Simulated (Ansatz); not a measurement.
**GaH9O3Si3: one species, many methods**

An exercise on one series of results from a longer session: the logs are not shown, and one member is left open.

Method: functionals in def2-TZVPP, the program's frozen cores in correlated methods; program: Ansatz 0.2.0, Gaussian basis.

Plan: LDA (SPW92), PBE-D4, revPBE-D4, BLYP-D4, r2SCAN-D4, B97M-V, PBE0-D4, B3LYP-D4, r2SCANh-D4, r2SCAN0-D4, HSE06-D4, BHLYP-D4, CAM-B3LYP-D4, LC-ωPBE, ωB97X-V, ωB97M-V, B2PLYP, PBE-QIDH; CCSD(T)/def2-SVP; CCSD(T)/def2-TZVPP; MP2/def2-QZVPP; extrapolation to the limit; RPA on PBE.

## The geometry

An earlier PBE0-D4 in a triple-zeta def2 set relaxation fixed the geometry.

SMILES `[SiH3][O][Ga]([O][SiH3])[O][SiH3]`, 16 atoms, charge 0, spin multiplicity 1.

Atoms are counted from 1 here; the program's logs count them from 0.

Bond lengths: Si1–O2 1.639 Å, Si1–H8 1.484 Å, Si1–H9 1.488 Å, Si1–H10 1.488 Å, O2–Ga3 1.758 Å, Ga3–O4 1.758 Å, Ga3–O6 1.758 Å, O4–Si5 1.639 Å, Si5–H11 1.488 Å, Si5–H12 1.484 Å, Si5–H13 1.488 Å, O6–Si7 1.639 Å, Si7–H14 1.488 Å, Si7–H15 1.484 Å, Si7–H16 1.488 Å. Angles: O2–Si1–H8 108.0°, O2–Si1–H9 110.9°, O2–Si1–H10 110.8°, H8–Si1–H9 109.3°, H8–Si1–H10 109.3°, H9–Si1–H10 108.6°, Si1–O2–Ga3 137.5°, O2–Ga3–O4 120.0°, O2–Ga3–O6 120.0°, O4–Ga3–O6 120.0°, Ga3–O4–Si5 137.4°, O4–Si5–H11 110.8°, O4–Si5–H12 108.0°, O4–Si5–H13 110.8°, H11–Si5–H12 109.3°, H11–Si5–H13 108.6°, H12–Si5–H13 109.3°, Ga3–O6–Si7 137.4° and more.

Geometry (Å):

```xyz
16
GaH9O3Si3
Si   -3.1227   -0.4593   -0.2641
O    -1.7005    0.3551   -0.2695
Ga   -0.0013   -0.0017    0.0053
O     0.4993   -1.6370    0.4118
Si    1.8985   -2.4251    0.7392
O     1.1977    1.2771   -0.1268
Si    1.2198    2.8802   -0.4674
H    -4.2004    0.4991   -0.6146
H    -3.1042   -1.5641   -1.2606
H    -3.3964   -1.0370    1.0793
H     2.8330   -2.3466   -0.4160
H     1.5707   -3.8473    1.0089
H     2.5689   -1.8405    1.9319
H     0.3980    3.6411    0.5122
H     2.6275    3.3449   -0.3921
H     0.6894    3.1385   -1.8333
```

The first run:

in.yaml

```yaml
crystal:
  periodic: [false, false, false]
  atoms:
    - {symbol: Si, position_ang: [-3.122722, -0.459314, -0.264141]}
    - {symbol: O, position_ang: [-1.700475, 0.355056, -0.269499]}
    - {symbol: Ga, position_ang: [-0.001296, -0.001659, 0.005265]}
    - {symbol: O, position_ang: [0.499266, -1.636977, 0.411787]}
    - {symbol: Si, position_ang: [1.898529, -2.425091, 0.739188]}
    - {symbol: O, position_ang: [1.197679, 1.277118, -0.126813]}
    - {symbol: Si, position_ang: [1.219844, 2.880202, -0.467360]}
    - {symbol: H, position_ang: [-4.200449, 0.499065, -0.614596]}
    - {symbol: H, position_ang: [-3.104235, -1.564079, -1.260562]}
    - {symbol: H, position_ang: [-3.396420, -1.036985, 1.079344]}
    - {symbol: H, position_ang: [2.833006, -2.346561, -0.415979]}
    - {symbol: H, position_ang: [1.570737, -3.847341, 1.008862]}
    - {symbol: H, position_ang: [2.568888, -1.840537, 1.931943]}
    - {symbol: H, position_ang: [0.397975, 3.641089, 0.512155]}
    - {symbol: H, position_ang: [2.627470, 3.344932, -0.392086]}
    - {symbol: H, position_ang: [0.689408, 3.138482, -1.833308]}
basis:
  gaussian: {orbitals: def2-TZVPP}
hamiltonian: {xc: lda}
output: {orbitals: {seedname: orbitals}}
```

Command:

```sh
> ansatz run in.yaml --threads 2 --pin off --events-out ev --progress --plain --max-ram 32768MiB --backend cuda --devices 0, --max-vram 18GiB
```

Among the steps run: LDA; PBE-D4 (GGA); revPBE-D4 (GGA); BLYP-D4 (GGA); r2SCAN-D4 (meta-GGA); B97M-V (meta-GGA); PBE0-D4 (hybrid); B3LYP-D4 (hybrid); r2SCANh-D4 (hybrid); r2SCAN0-D4 (hybrid); HSE06-D4 (hybrid); BHLYP-D4 (hybrid); CAM-B3LYP-D4 (range-separated); LC-ωPBE (range-separated); ωB97X-V (range-separated); ωB97M-V (range-separated); B2PLYP (double hybrid); PBE-QIDH (double hybrid).

One of the session's tables, all rows but one given; the rest of the session is left out.

It belongs to the step «Orbital energies across the functionals». 

```
  functional  HOMO (eV)  LUMO (eV)  gap (eV)
 LDA (SPW92)      -7.49      -2.76      4.72
      PBE-D4      -7.39      -2.46      4.93
   revPBE-D4      -7.35      -2.31      5.04
     BLYP-D4      -7.31      -2.39      4.91
   r2SCAN-D4      -7.75      -2.14      5.61
      B97M-V      -7.88      -2.45      5.43
     PBE0-D4      -8.83      -1.50      7.33
    B3LYP-D4      -8.62      -1.80      6.82
  r2SCANh-D4      -8.28      -1.81      6.48
  r2SCAN0-D4      -9.08      -1.32      7.76
    HSE06-D4          ?          ?         ?
    BHLYP-D4     -10.21      -0.61      9.61
CAM-B3LYP-D4     -10.26      -0.54      9.72
     LC-ωPBE     -11.62       0.79     12.41
     ωB97X-V     -11.29       0.54     11.83
     ωB97M-V     -11.15       0.26     11.41
```

**Question.** Estimate the row for HSE06-D4.

The run gave: HOMO (eV): -8.42; LUMO (eV): -1.87; gap (eV): 6.55. In the column «HOMO (eV)» it lies between B3LYP-D4 (-8.62) and r2SCANh-D4 (-8.28).
